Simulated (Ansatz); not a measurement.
# AlH8NSSi2: a ladder of functionals and wavefunction methods

An exercise on one series of results from a longer session: the logs are not shown, and one member is left open.

The runs use Ansatz 0.2.0, Gaussian basis; functionals in def2-TZVPP, the program's frozen cores in correlated methods.

Plan: PBE-D4, r2SCAN-D4, PBE0-D4, B3LYP-D4, ωB97X-V, ωB97M-V, B2PLYP; CCSD(T)/def2-TZVPP; MP2/def2-QZVPP; extrapolation to the limit.

## The geometry

The geometry comes from an earlier relaxation with PBE0-D4 in a triple-zeta def2 set; it is a stationary point, not always the lowest conformer.

SMILES `N[SiH2][AlH][S][SiH3]`, 13 atoms, charge 0, spin multiplicity 1.

Atoms are counted from 1 here; the program's logs count them from 0.

Bond lengths: N1–Si2 1.732 Å, N1–H6 1.008 Å, N1–H7 1.009 Å, Si2–Al3 2.444 Å, Si2–H8 1.501 Å, Si2–H9 1.492 Å, Al3–S4 2.267 Å, Al3–H10 1.584 Å, S4–Si5 2.091 Å, Si5–H11 1.479 Å, Si5–H12 1.551 Å, Si5–H13 1.481 Å. Angles: Si2–N1–H6 120.5°, Si2–N1–H7 117.7°, H6–N1–H7 110.9°, N1–Si2–Al3 102.9°, N1–Si2–H8 115.3°, N1–Si2–H9 107.6°, Al3–Si2–H8 112.8°, Al3–Si2–H9 113.3°, H8–Si2–H9 105.0°, Si2–Al3–S4 110.5°, Si2–Al3–H10 131.8°, S4–Al3–H10 117.0°, Al3–S4–Si5 76.0°, S4–Si5–H11 116.5°, S4–Si5–H12 102.3°, S4–Si5–H13 115.6°, H11–Si5–H12 104.8°, H11–Si5–H13 111.5° and more.

The first run:

File in.yaml:

```yaml
crystal:
  periodic: [false, false, false]
  atoms:
    - {symbol: N, position_ang: [-0.891158, -0.802986, 1.566398]}
    - {symbol: Si, position_ang: [0.638180, -1.423330, 1.040671]}
    - {symbol: Al, position_ang: [0.887427, -0.445154, -1.185464]}
    - {symbol: S, position_ang: [-1.140379, 0.081467, -2.050751]}
    - {symbol: Si, position_ang: [-0.513619, 1.848023, -1.122960]}
    - {symbol: H, position_ang: [-1.226748, -0.990427, 2.498470]}
    - {symbol: H, position_ang: [-1.651386, -0.805361, 0.903199]}
    - {symbol: H, position_ang: [0.756741, -2.919244, 1.036021]}
    - {symbol: H, position_ang: [1.671724, -0.956634, 2.010454]}
    - {symbol: H, position_ang: [2.133306, -0.334894, -2.157173]}
    - {symbol: H, position_ang: [-1.307174, 2.300794, 0.040490]}
    - {symbol: H, position_ang: [0.860502, 1.441375, -0.529918]}
    - {symbol: H, position_ang: [-0.197217, 2.971673, -2.034638]}
basis:
  gaussian: {orbitals: def2-TZVPP}
hamiltonian: {xc: pbe, dispersion: d4}
output: {forces: true, orbitals: {seedname: orbitals}}
```

The run is started by

```sh
$ ansatz run in.yaml --threads 4 --pin off --events-out ev --progress --plain --max-ram 10444MiB
```

Among the steps run: PBE-D4 (GGA); r2SCAN-D4 (meta-GGA); PBE0-D4 (hybrid); B3LYP-D4 (hybrid); ωB97X-V (range-separated); ωB97M-V (range-separated); B2PLYP (double hybrid); CCSD(T) in def2-TZVPP; MP2 in def2-QZVPP.

One of the session's tables, all rows but one given; the rest of the session is left out.

| method | atomisation energy (kcal/mol) |
| --- | --- |
| PBE-D4 | 940.1 |
| r2SCAN-D4 | 942.7 |
| PBE0-D4 | 933.7 |
| B3LYP-D4 | 939.5 |
| ωB97X-V | ? |
| ωB97M-V | 945.7 |
| B2PLYP | 924.2 |
| HF/def2-TZVPP | 684.0 |
| MP2/def2-TZVPP | 915.0 |
| CCSD/def2-TZVPP | 902.0 |
| CCSD(T)/def2-TZVPP | 914.4 |
| MP2/CBS | 945.0 |
| CCSD(T)/CBS | 944.3 |

Q: Estimate the row for ωB97X-V from the others.

As computed: atomisation energy (kcal/mol): 951.9. In the column «atomisation energy (kcal/mol)» it is the highest.

Caveats from the session: Free atoms (1 N, 2 Si, 1 Al, 1 S, 8 H) were run apart at each level; the atomisation energy is their sum less the molecule, without zero-point or spin-orbit terms.
